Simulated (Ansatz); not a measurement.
# LaTl: the cost of one run

Computed with Ansatz 0.2.0 (DFT PBEsol, scalar-relativistic, unless a step's input says otherwise).

## Step 1: The starting structure

The structure is cubic, space group Pm-3m (No. 221). Conventional cell: a = 3.936 Å, b = 3.936 Å, c = 3.936 Å, α = 90.00°, β = 90.00°, γ = 90.00°. Around La (site symmetry m-3m) lie 8 Tl at 3.41 Å. Tl (site symmetry m-3m) is surrounded by 8 La at 3.41 Å.

As a file:

```
CELL_PARAMETERS angstrom
3.93600 0.00000 0.00000
0.00000 3.93600 0.00000
0.00000 0.00000 3.93600
ATOMIC_POSITIONS crystal
La 0.00000 0.00000 0.00000
Tl 0.50000 0.50000 0.50000
```

Atoms are numbered in the order of the input: La1, Tl2.

## Step 2: Volume × 0.94, LAPW

File input.yaml:

```yaml
crystal:
  lattice:
    - [3.8556509239, 0.0, 0.0]
    - [0.0, 3.8556509239, 0.0]
    - [0.0, 0.0, 3.8556509239]
  atoms:
    - { symbol: La, position: [0.0, 0.0, 0.0] }
    - { symbol: Tl, position: [0.5, 0.5, 0.5] }
kpoints:
  mp_grid: { grid: [10, 10, 10] }
  band_path:
    path:
      - [0.0, 0.0, 0.0]
      - [0.0, 0.5, 0.0]
      - [0.5, 0.5, 0.0]
      - [0.0, 0.0, 0.0]
      - [0.5, 0.5, 0.5]
      - [0.0, 0.5, 0.0]
      - [0.5, 0.5, 0.5]
      - [0.5, 0.5, 0.0]
    npoints: 5
scf:
  occupations: { method: fermi_dirac, width: 0.05 }
hamiltonian:
  xc: pbesol
  pseudopotentials: { kind: all_electron, lapw: { basis_error: 0.00025 } }
output:
  forces: true
  stress: true
  eigenvalues: true
```

Started as:

```sh
ansatz run input.yaml --threads 1 --pin off --max-ram 3072MiB --backend cpu --events-out ev --progress --plain --runs-dir out
```

What time and memory should one allow on 1 thread of Arm Neoverse V2, shared host?

About 23 s, with a peak of 0.42 GiB.
